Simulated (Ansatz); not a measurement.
# C3H3Cl2F3: how energies converge with the basis set

The task here is to estimate one member of a computed series from the others.

The runs use Ansatz 0.2.0, Gaussian basis; one geometry, several basis sets.

Plan: PBE0-D4/def2-SVP; ωB97M-V/def2-SVP; PBE0-D4/def2-QZVPP; ωB97M-V/def2-QZVPP; the functionals' def2-TZVPP values are taken from earlier runs.

## The relaxed structure

An earlier PBE0-D4 in a triple-zeta def2 set relaxation fixed the geometry.

SMILES `FC(F)(F)CC(Cl)Cl`, 11 atoms, charge 0, spin multiplicity 1.

Atoms are counted from 1 here; the program's logs count them from 0.

Bond lengths: F1–C2 1.339 Å, C2–F3 1.342 Å, C2–F4 1.332 Å, C2–C5 1.513 Å, C5–C6 1.514 Å, C5–H9 1.092 Å, C5–H10 1.091 Å, C6–Cl7 1.775 Å, C6–Cl8 1.768 Å, C6–H11 1.087 Å. Angles: F1–C2–F3 107.4°, F1–C2–F4 107.3°, F1–C2–C5 109.6°, F3–C2–F4 107.4°, F3–C2–C5 111.3°, F4–C2–C5 113.5°, C2–C5–C6 114.7°, C2–C5–H9 106.3°, C2–C5–H10 108.7°, C6–C5–H9 108.0°, C6–C5–H10 110.5°, H9–C5–H10 108.2°, C5–C6–Cl7 108.9°, C5–C6–Cl8 112.5°, C5–C6–H11 111.7°, Cl7–C6–Cl8 110.3°, Cl7–C6–H11 106.5°, Cl8–C6–H11 106.7°.

Coordinates:

```xyz
11
charge 0, multiplicity 1
F    -2.3498    0.4584   -0.4393
C    -1.1864   -0.1948   -0.5517
F    -1.3749   -1.4336   -0.0721
F    -0.9189   -0.3063   -1.8516
C    -0.1155    0.5392    0.2250
C     1.1723   -0.2342    0.4137
Cl    2.1669    0.5943    1.6282
Cl    2.0746   -0.4235   -1.0945
H    -0.5361    0.7416    1.2118
H     0.0801    1.4936   -0.2651
H     0.9878   -1.2348    0.7958
```

The first run:

Contents of in.yaml:

```yaml
crystal:
  periodic: [false, false, false]
  atoms:
    - {symbol: F, position_ang: [-2.349840, 0.458364, -0.439344]}
    - {symbol: C, position_ang: [-1.186418, -0.194813, -0.551674]}
    - {symbol: F, position_ang: [-1.374926, -1.433624, -0.072096]}
    - {symbol: F, position_ang: [-0.918898, -0.306259, -1.851648]}
    - {symbol: C, position_ang: [-0.115519, 0.539229, 0.224970]}
    - {symbol: C, position_ang: [1.172264, -0.234171, 0.413652]}
    - {symbol: Cl, position_ang: [2.166923, 0.594312, 1.628231]}
    - {symbol: Cl, position_ang: [2.074577, -0.423471, -1.094544]}
    - {symbol: H, position_ang: [-0.536137, 0.741605, 1.211782]}
    - {symbol: H, position_ang: [0.080127, 1.493627, -0.265144]}
    - {symbol: H, position_ang: [0.987834, -1.234808, 0.795805]}
basis:
  gaussian: {orbitals: def2-SVP}
hamiltonian: {xc: pbe0, dispersion: d4}
output: {orbitals: {seedname: orbitals}}
```

Command:

```sh
> ansatz run in.yaml --threads 2 --pin off --events-out ev --progress --plain --max-ram 32768MiB --backend cpu
```

Steps of the session up to this table: PBE0-D4 in def2-SVP; ωB97M-V in def2-SVP; PBE0-D4 in def2-QZVPP; ωB97M-V in def2-QZVPP.

One table of the session follows, with a row left open; its other results are not shown here.

It belongs to the step «Density functionals: the series». 

| functional | basis | HOMO (eV) | LUMO (eV) |
| --- | --- | --- | --- |
| PBE0-D4 | def2-SVP | ? | ? |
| PBE0-D4 | def2-TZVPP | -8.97 | -0.29 |
| PBE0-D4 | def2-QZVPP | -9.01 | -0.50 |
| ωB97M-V | def2-SVP | -11.03 | 2.56 |
| ωB97M-V | def2-TZVPP | -11.24 | 1.88 |
| ωB97M-V | def2-QZVPP | -11.30 | 1.51 |

**Question.** Estimate the row for PBE0-D4, def2-SVP.

As computed: HOMO (eV): -8.80; LUMO (eV): 0.28. In the column «HOMO (eV)» it is the highest.
